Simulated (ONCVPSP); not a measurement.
**An ONCV potential for aluminium, from input to tests**

Task: generate the file, and judge it by its errors in other configurations, its logarithmic derivatives, its ghosts and its cutoff.

Program: ONCVPSP 4.0.1.1 (patched build). Reference atom: PBE, scalar-relativistic, spherical and spin-unpolarised. All values are calculated.

## (1) The design

Typed settings, in words:

| Quantity | Value |
| --- | --- |
| element | aluminium (Al, Z = 13) |
| type | optimised norm-conserving Vanderbilt (ONCV) |
| frozen core | [Ne] |
| valence charge | 3 |
| reference configuration | 3s2 3p1 |
| partial waves | 3s: rc 1.65 bohr, ncon 4, nbas 8, qcut 4.9 1/bohr, 2 projectors, debl 1.7 Ha; 3p: rc 2.80 bohr, ncon 3, nbas 6, qcut 3.2 1/bohr, 2 projectors, debl 3 Ha; d scattering state at 0.06 Ha: rc 2.55 bohr, ncon 4, nbas 7, qcut 4.4 1/bohr, 2 projectors, debl 1.3 Ha |
| local potential | polynomial inside 1.25 bohr (lpopt 4, dvloc0 0 Ha) |
| core correction | polynomial model core, fcfact 0.35 |

The outer shells as boxes (Hund's rule for the drawing; the calculation is spin-unpolarised):

```
[Ne] core
3s [↑↓]
3p [↑ ][  ][  ]
```

The nodes and maxima of the atom's own shells, from an earlier all-electron run, set the scale for the radii.

All-electron outer shells of the reference configuration (PBE, scalar-relativistic, ld1.x):

```json
{"shell": "2s", "level (eV)": "-108.17", "outermost node (bohr)": "0.16", "outermost maximum (bohr)": "0.50"}
{"shell": "2p", "level (eV)": "-69.64", "outermost node (bohr)": "–", "outermost maximum (bohr)": "0.43"}
{"shell": "3s", "level (eV)": "-7.75", "outermost node (bohr)": "0.80", "outermost maximum (bohr)": "2.09"}
{"shell": "3p", "level (eV)": "-2.71", "outermost node (bohr)": "0.82", "outermost maximum (bohr)": "2.64"}
```

## (2) Generation

The input, Al.dat:

```
# ATOM AND REFERENCE CONFIGURATION
# atsym  z   nc   nv     iexc    psfile
  Al 13.00    3    2        4      upf
#
#   n    l    f
    1    0    2.00
    2    0    2.00
    2    1    6.00
    3    0    2.00
    3    1    1.00
#
# PSEUDOPOTENTIAL AND OPTIMIZATION
# lmax
    2
#
#   l,   rc,      ep,       ncon, nbas, qcut
    0    1.65    0.00    4    8    4.90
    1    2.80    0.00    3    6    3.20
    2    2.55    0.06    4    7    4.40
#
# LOCAL POTENTIAL
# lloc, lpopt,  rc(5),   dvloc0
    4    4    1.25    0.00
#
# VANDERBILT-KLEINMAN-BYLANDER PROJECTORs
# l, nproj, debl
    0    2    1.70
    1    2    3.00
    2    2    1.30
#
# MODEL CORE CHARGE
# icmod, fcfact, rcfact
    1    0.35    0.00
#
# LOG DERIVATIVE ANALYSIS
# epsh1, epsh2, depsh
   -2.00    5.00    0.02
#
# OUTPUT GRID
# rlmax, drl
    6.00    0.01
#
# TEST CONFIGURATIONS
# ncnf
    4
# nvcnf
#   n    l    f
    2
    3    0    2.00
    3    1    0.00
#
    2
    3    0    1.00
    3    1    0.00
#
    2
    3    0    2.00
    3    1    0.50
#
    2
    3    0    1.00
    3    1    1.00
#
```

Command:

```sh
$ oncvpsp.x < Al.dat > Al.out
```

What does the calculation give? Wanted: cutoffs for 1 and 0.1 mHa per electron, occupied waves; bound ghosts; GHOST(+) flags; largest test error; largest phase difference near zero energy, channels read; rms error of d²Exc/dn², without and with the model core.

As calculated:

| quantity | value |
| --- | --- |
| cutoffs for 1 and 0.1 mHa per electron, occupied waves | 5.5 Ha and 8.0 Ha |
| bound ghosts | s at -76.42 eV |
| GHOST(+) flags | none at low energy |
| largest test error (AE − PS) | +9.3 meV, for 3s1 3p0 |
| largest phase difference near zero energy, channels read | 0.002 rad |
| rms error of d²Exc/dn², without and with the model core | 1.78 and 0.73 mHa |

**Reading.** A bound ghost (s) makes it unfit for use: electrons can fall into a state that the atom doesn't have. The worst unpolarised test, 3s1 3p0, is off by 9.3 meV on 25.0 eV; by total energies transferability rates as good. Atomic tests can pass in spite of a ghost, since they solve only for the levels asked. The potential is soft on the atom: the looser tolerance needs 5.5 Ha. At the looser tolerance the 3s wave is the slowest; 3p needs 2 Ha. Near zero energy the phases of the channels with partial waves agree within 0.002 rad. These are tests on the free atom; a crystal test is still owed.
